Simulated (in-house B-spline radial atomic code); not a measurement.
# Cs¹⁰⁺: ionisation energy by several methods

One table from this session's results is given with a row withheld; the runs are named, their logs left out.

Method: scalar-relativistic (X2C), several functionals, spin-polarised; spherical all-electron atom at the radial basis limit. Code: in-house B-spline radial atomic code version 1.

### What is computed

```
element       : caesium (Z = 55)
charge        : +10
electrons     : 45
configuration : [Kr] 4d9
nucleus       : Fermi, rms radius 4.804 fm
```

Outer shells as boxes (Hund's rule):

[Kr] 4d9
```
[Kr] core
4d [↑↓][↑↓][↑↓][↑↓][↑ ]
```

Where spins are not typed, each open shell is filled with up spins first.

Set-up of the first run:

Input settings:

```ini
Z = 55
electrons = 45.0
configuration = [Kr] 4d9
hamiltonian = x2c
method = lda,pw
spin_polarised = True
nucleus = fermi
rms_radius = 4.8041
mass_number = 133
atomic_mass = 132.905451958
speed_of_light = 137.035999084
```

Among the steps run: LDA (PW92); Hartree-Fock; SCAN; OLYP; RPBE; PBE.

One of the session's tables, all rows but one given; the rest of the session is left out.

```
      method  ΔSCF (eV)
  LDA (PW92)          ?
        OLYP     237.09
        RPBE     236.28
         PBE     236.31
        SCAN     236.80
Hartree-Fock     235.09
```

**Question.** Estimate the row for LDA (PW92).

As computed: ΔSCF (eV): 236.49. In the column «ΔSCF (eV)» it lies between PBE (236.31) and SCAN (236.80).

Limits of these values: Meta-GGA runs start from a PBE run whose iterations are not counted.
